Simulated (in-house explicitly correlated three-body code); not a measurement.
**Two electrons around a charge of +3.84: exact states and exact Kohn–Sham parts**

The task here is to estimate one member of a computed series from the others.

Method: two electrons, non-relativistic, variational in exponentially correlated functions. Code: in-house explicitly correlated three-body code version 1.

## The system

- charge of the centre: +3.84
- mass of the centre: infinite
- interactions: Coulomb
- basis: 260 functions exp(−a r1 − b r2 − g r12) a state, exponent ranges optimised
- units: hartree and bohr; relativity and QED are left out

Set-up of the first run:

Settings:

```ini
Z = 3.84
interaction_strength = 1.0
functions = 260
states_tried = 13
```

Launch:

```
$ python run_hyl.py task.json out
```

Among the steps run: Input and results.

One of the session's tables, all rows but one given; the rest of the session is left out.

It belongs to the step «The bound states». 

```
state  binding (eV)  excitation (eV)  ⟨r12⟩ (bohr)
 1 ¹S       139.548                0        0.6480
 2 ³S       31.8512          107.697         1.899
 2 ¹S       28.9819          110.566         2.052
 2 ³P       28.6952          110.852         1.745
 2 ¹P       27.0825          112.465         1.826
 3 ³S       13.3965          126.151         4.363
 3 ¹S       12.6390          126.909         4.609
 3 ³P       12.5623          126.985         4.291
 3 ¹P       12.0926          127.455         4.459
 4 ³S       7.35031          132.197         7.907
 4 ¹S       7.04501          132.503         8.240
 4 ³P             ?                ?             ?
 4 ¹P       6.81709          132.731         8.160
```

Estimate the missing values for 4 ³P.

**Answer.** binding (eV): 7.01325; excitation (eV): 132.534; ⟨r12⟩ (bohr): 7.928. In the column «binding (eV)» it lies between 4 ¹P (6.81709) and 4 ¹S (7.04501).
